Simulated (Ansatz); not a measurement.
# GaGe3: band structure with LDA

The system is GaGe3.

```
Ge Ga
1.0
     4.27847    0.00000    0.00000
     0.00000    4.27847    0.00000
     0.00000    0.00000    4.27847
Ge Ga
3 1
Direct
  0.50000 0.50000 0.00000
  0.50000 0.00000 0.50000
  0.00000 0.50000 0.50000
  0.00000 0.00000 0.00000
```

The cell comes from a database or a generator and needn't be the stable form of this composition.

```yaml
Program: Ansatz 0.2.0
Task: band structure
Functional: LDA
Potentials_or_basis: Ansatz PAW
Cutoff: "420 eV (not typed: the program's choice for these potentials)"
k_mesh: 6 × 6 × 6
Occupations: fermi-dirac, width 0.05 eV
Spin: no spin polarisation
Path: "[[\"G\", \"X\", \"M\", \"G\", \"R\", \"X\"], [\"M\", \"R\"]]"
Points_for_each_segment_of_the_path: 14
```

- Pressure: -4.9 GPa
- Band gap on the k mesh: none (metal or under the smearing width)

Levels at the corners of the path, in eV from the Fermi level:
```tsv
point	band 26	band 27	band 28	band 29	band 30	band 31
Γ	-3.74	-3.41	2.57	2.57	2.57	3.49
X	-1.89	-1.29	-1.29	0.01	0.26	4.27
M	-0.21	-0.21	0.07	0.26	0.26	0.61
Γ	-3.74	-3.41	2.57	2.57	2.57	3.49
R	-4.84	-4.84	-4.84	6.51	6.51	6.57
X	-1.89	-1.29	-1.29	0.01	0.26	4.27
M	-0.21	-0.21	0.07	0.26	0.26	0.61
R	-4.84	-4.84	-4.84	6.51	6.51	6.57
```

It took 4.5 s on 2 threads of AMD EPYC 7R13 Processor (Zen 3) (shared host), peak memory 0.44 GiB.

Caveat: the PAW data sets come from PBE, with cores solved anew for the run's functional, which leaves a small shift of forces and pressure.
